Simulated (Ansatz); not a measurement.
# K3RbI4O12: the cost of one run

Program: Ansatz 0.2.0. Level of theory: DFT, PBE, plane-wave PAW, default files, scalar-relativistic, as far as a step names no other. These are calculated values, not measurements.

## (1) The starting structure

Symmetry: R3m, No. 160, trigonal system. The conventional cell has a = 12.679 Å, b = 12.679 Å, c = 7.924 Å, α = 90.00°, β = 90.00°, γ = 120.00°. Around Rb (site symmetry 3m) lie 9 O at 3.01 to 3.21 Å. Around K (site symmetry m) lie 9 O at 3.01 to 3.21 Å. Around I (site symmetry 3m) lie 3 O at 1.79 Å. I (site symmetry m) is surrounded by 3 O at 1.79 Å. O (site symmetry m) has 1 I at 1.79 Å as nearest neighbours. Around O (site symmetry 1) lie 1 I at 1.79 Å.

Coordinates:

```cif
data_structure
_symmetry_space_group_name_H-M 'R3m:H'
_symmetry_Int_Tables_number 160
_cell_length_a 12.6792
_cell_length_b 12.6792
_cell_length_c 7.9242
_cell_angle_alpha 90.000
_cell_angle_beta 90.000
_cell_angle_gamma 120.000
_cell_volume 1103.24
loop_
_atom_site_label
_atom_site_type_symbol
_atom_site_symmetry_multiplicity
_atom_site_Wyckoff_symbol
_atom_site_fract_x
_atom_site_fract_y
_atom_site_fract_z
_atom_site_occupancy
Rb1 Rb 3 a 0.00000 0.00000 0.00930 1
K1 K 9 b 0.16667 0.83333 0.34263 1
I1 I 3 a 0.00000 0.00000 0.50000 1
I2 I 9 b 0.83333 0.16667 0.16667 1
O1 O 9 b 0.14567 0.07283 0.39853 1
O2 O 18 c 0.64567 0.57283 0.39853 1
O3 O 9 b 0.81233 0.90617 0.73187 1
```

Atom 1 of the input is the impurity.

## (2) Gradients at the starting positions

File input.yaml:

```yaml
crystal:
  lattice:
    - [-6.3396, -3.6601697666, 2.6414]
    - [6.3396, -3.6601697666, 2.6414]
    - [0.0, 7.3203395332, 2.6414]
  atoms:
    - { symbol: Rb, position: [0.0093, 0.0093, 0.0093] }
    - { symbol: K, position: [0.5093, 0.5093, 0.0093] }
    - { symbol: K, position: [0.5093, 0.0093, 0.5093] }
    - { symbol: K, position: [0.0093, 0.5093, 0.5093] }
    - { symbol: I, position: [0.5, 0.5, 0.5] }
    - { symbol: I, position: [0.0, 0.0, 0.5] }
    - { symbol: I, position: [0.0, 0.5, 0.0] }
    - { symbol: I, position: [0.5, 0.0, 0.0] }
    - { symbol: O, position: [0.3257, 0.5442, 0.3257] }
    - { symbol: O, position: [0.8257, 0.0442, 0.3257] }
    - { symbol: O, position: [0.8257, 0.5442, 0.8257] }
    - { symbol: O, position: [0.3257, 0.0442, 0.8257] }
    - { symbol: O, position: [0.3257, 0.3257, 0.5442] }
    - { symbol: O, position: [0.8257, 0.8257, 0.5442] }
    - { symbol: O, position: [0.8257, 0.3257, 0.0442] }
    - { symbol: O, position: [0.3257, 0.8257, 0.0442] }
    - { symbol: O, position: [0.5442, 0.3257, 0.3257] }
    - { symbol: O, position: [0.0442, 0.8257, 0.3257] }
    - { symbol: O, position: [0.0442, 0.3257, 0.8257] }
    - { symbol: O, position: [0.5442, 0.8257, 0.8257] }
kpoints:
  mp_grid: { grid: [3, 3, 3] }
scf:
  occupations: { method: fermi_dirac, width: 0.01 }
hamiltonian:
  xc: pbe
  pseudopotentials: { kind: paw }
output:
  forces: true
  stress: true
  populations: true
  efg:
    quadrupole_moments_barn: { Rb: 0.1335, K: 0.0603, I: -0.68822, O: -0.02558 }
    contact_densities: true
```

Started as:

```console
ansatz run input.yaml --threads 1 --pin off --max-ram 2560MiB --backend cpu --events-out ev --progress --plain --runs-dir out
```

What time and memory should one allow on 1 thread of Arm Neoverse V2, shared host?

About 37 s, with a peak of 0.7 GiB.
